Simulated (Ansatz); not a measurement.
# Tl (hcp type): the cost of one run

Program: Ansatz 0.2.0. Level of theory: DFT PBE, with the methods named in each step. These are calculated values, not measurements.

### Step 1. The system as given

Symmetry: P6_3/mmc, No. 194, hexagonal system. Conventional cell: a = 3.590 Å, b = 3.590 Å, c = 5.641 Å, α = 90.00°, β = 90.00°, γ = 120.00°. Around Tl (site symmetry -6m2) lie 12 Tl at 3.50 to 3.59 Å.

Coordinates:

```cif
data_structure
_symmetry_space_group_name_H-M 'P6_3/mmc'
_symmetry_Int_Tables_number 194
_cell_length_a 3.5899
_cell_length_b 3.5899
_cell_length_c 5.6413
_cell_angle_alpha 90.000
_cell_angle_beta 90.000
_cell_angle_gamma 120.000
_cell_volume 62.96
loop_
_atom_site_label
_atom_site_type_symbol
_atom_site_symmetry_multiplicity
_atom_site_Wyckoff_symbol
_atom_site_fract_x
_atom_site_fract_y
_atom_site_fract_z
_atom_site_occupancy
Tl1 Tl 2 c 0.33333 0.66667 0.25000 1
```

The file gives the conventional cell by its symmetry; the runs use the cell typed in the input.

Whether this phase is the stable one at these pressures isn't tested.

Atoms are numbered in the order of the input: Tl1, Tl2.

### Step 2. The reference volume, LAPW

File input.yaml:

```yaml
crystal:
  lattice:
    - [3.5898725373, 0.0, 0.0]
    - [-1.7949362687, 3.1089208137, 0.0]
    - [0.0, 0.0, 5.6412685743]
  atoms:
    - { symbol: Tl, position: [0.3333333333, 0.6666666667, 0.25] }
    - { symbol: Tl, position: [0.6666666667, 0.3333333333, 0.75] }
kpoints:
  mp_grid: { grid: [14, 14, 8] }
  band_path:
    path:
      - [0.0, 0.0, 0.0]
      - [0.5, 0.0, 0.0]
      - [0.3333333333, 0.3333333333, 0.0]
      - [0.0, 0.0, 0.0]
      - [0.0, 0.0, 0.5]
      - [0.5, 0.0, 0.5]
      - [0.3333333333, 0.3333333333, 0.5]
      - [0.0, 0.0, 0.5]
      - [0.5, 0.0, 0.5]
    npoints: 14
scf:
  occupations: { method: fermi_dirac, width: 0.1 }
hamiltonian:
  xc: pbe
  pseudopotentials: { kind: all_electron, lapw: { basis_error: 0.001 } }
output:
  forces: true
  stress: true
  eigenvalues: true
  populations: true
  dos: { projected: true, de: 0.2, e_range: [-14, 8] }
```

The run is started by

```bash
$ ansatz run input.yaml --threads 1 --pin off --max-ram 2048MiB --backend cpu --events-out ev --progress --plain --runs-dir out
```

What time and memory should one allow on 1 thread of Intel Xeon Platinum 8488C (Sapphire Rapids), shared host?

About 31 s, with a peak of 0.55 GiB.
